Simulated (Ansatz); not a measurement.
**CH₅FSeSi: small, medium and large basis sets**

One table from this session's results is given with a row withheld; the runs are named, their logs left out.

The runs use Ansatz 0.2.0, Gaussian basis; one geometry, several basis sets.

Plan: PBE0-D4/def2-SVP; ωB97M-V/def2-SVP; PBE0-D4/def2-QZVPP; ωB97M-V/def2-QZVPP; the functionals' def2-TZVPP values are taken from earlier runs.

### Structure used throughout

An earlier PBE0-D4 in a triple-zeta def2 set relaxation fixed the geometry.

SMILES `C[SiH](F)[SeH]`, 9 atoms, charge 0, spin multiplicity 1.

Atoms are counted from 1 here; the program's logs count them from 0.

Bond lengths: C1–Si2 1.852 Å, C1–H5 1.092 Å, C1–H6 1.092 Å, C1–H7 1.093 Å, Si2–F3 1.602 Å, Si2–Se4 2.267 Å, Si2–H8 1.482 Å, Se4–H9 1.469 Å. Angles: Si2–C1–H5 110.4°, Si2–C1–H6 110.8°, Si2–C1–H7 110.2°, H5–C1–H6 108.4°, H5–C1–H7 108.8°, H6–C1–H7 108.3°, C1–Si2–F3 107.7°, C1–Si2–Se4 112.6°, C1–Si2–H8 113.7°, F3–Si2–Se4 110.8°, F3–Si2–H8 107.2°, Se4–Si2–H8 104.7°, Si2–Se4–H9 92.9°.

As a file:

```mol
CH5FSeSi
  3D, bonds by distance, orders not assigned

  9  8  0  0  0  0  0  0  0  0999 V2000
    0.0220    0.6045   -1.0031 C   0  0
    0.4113   -0.6766    0.2760 Si  0  0
    1.8170   -0.2897    0.9393 F   0  0
   -1.2055   -0.8513    1.8561 Se  0  0
   -0.9033    0.3521   -1.5248 H   0  0
   -0.0990    1.5879   -0.5432 H   0  0
    0.8323    0.6658   -1.7342 H   0  0
    0.5478   -2.0450   -0.2753 H   0  0
   -1.3341    0.6061    1.9922 H   0  0
  1  2  8  0
  2  3  8  0
  2  4  8  0
  1  5  8  0
  1  6  8  0
  1  7  8  0
  2  8  8  0
  4  9  8  0
M  END
```

The first run:

The input, in.yaml:

```yaml
crystal:
  periodic: [false, false, false]
  atoms:
    - {symbol: C, position_ang: [0.022030, 0.604538, -1.003141]}
    - {symbol: Si, position_ang: [0.411300, -0.676643, 0.275969]}
    - {symbol: F, position_ang: [1.817020, -0.289748, 0.939320]}
    - {symbol: Se, position_ang: [-1.205530, -0.851333, 1.856059]}
    - {symbol: H, position_ang: [-0.903314, 0.352058, -1.524766]}
    - {symbol: H, position_ang: [-0.098985, 1.587936, -0.543223]}
    - {symbol: H, position_ang: [0.832299, 0.665769, -1.734165]}
    - {symbol: H, position_ang: [0.547806, -2.045014, -0.275270]}
    - {symbol: H, position_ang: [-1.334127, 0.606136, 1.992217]}
basis:
  gaussian: {orbitals: def2-SVP}
hamiltonian: {xc: pbe0, dispersion: d4}
output: {orbitals: {seedname: orbitals}}
```

Steps of the session up to this table: PBE0-D4 in def2-SVP; ωB97M-V in def2-SVP; PBE0-D4 in def2-QZVPP; ωB97M-V in def2-QZVPP.

One table of the session follows, with a row left open; its other results are not shown here.

It belongs to the step «Functionals by basis». 

| functional | basis | HOMO (eV) | LUMO (eV) |
| --- | --- | --- | --- |
| PBE0-D4 | def2-SVP | -7.19 | 0.31 |
| PBE0-D4 | def2-TZVPP | -7.31 | 0.03 |
| PBE0-D4 | def2-QZVPP | -7.33 | -0.14 |
| ωB97M-V | def2-SVP | -9.35 | 2.31 |
| ωB97M-V | def2-TZVPP | -9.48 | 1.86 |
| ωB97M-V | def2-QZVPP | ? | ? |

**Question.** Estimate the row for ωB97M-V, def2-QZVPP.

**Answer.** HOMO (eV): -9.51; LUMO (eV): 1.43. In the column «HOMO (eV)» it is the lowest.
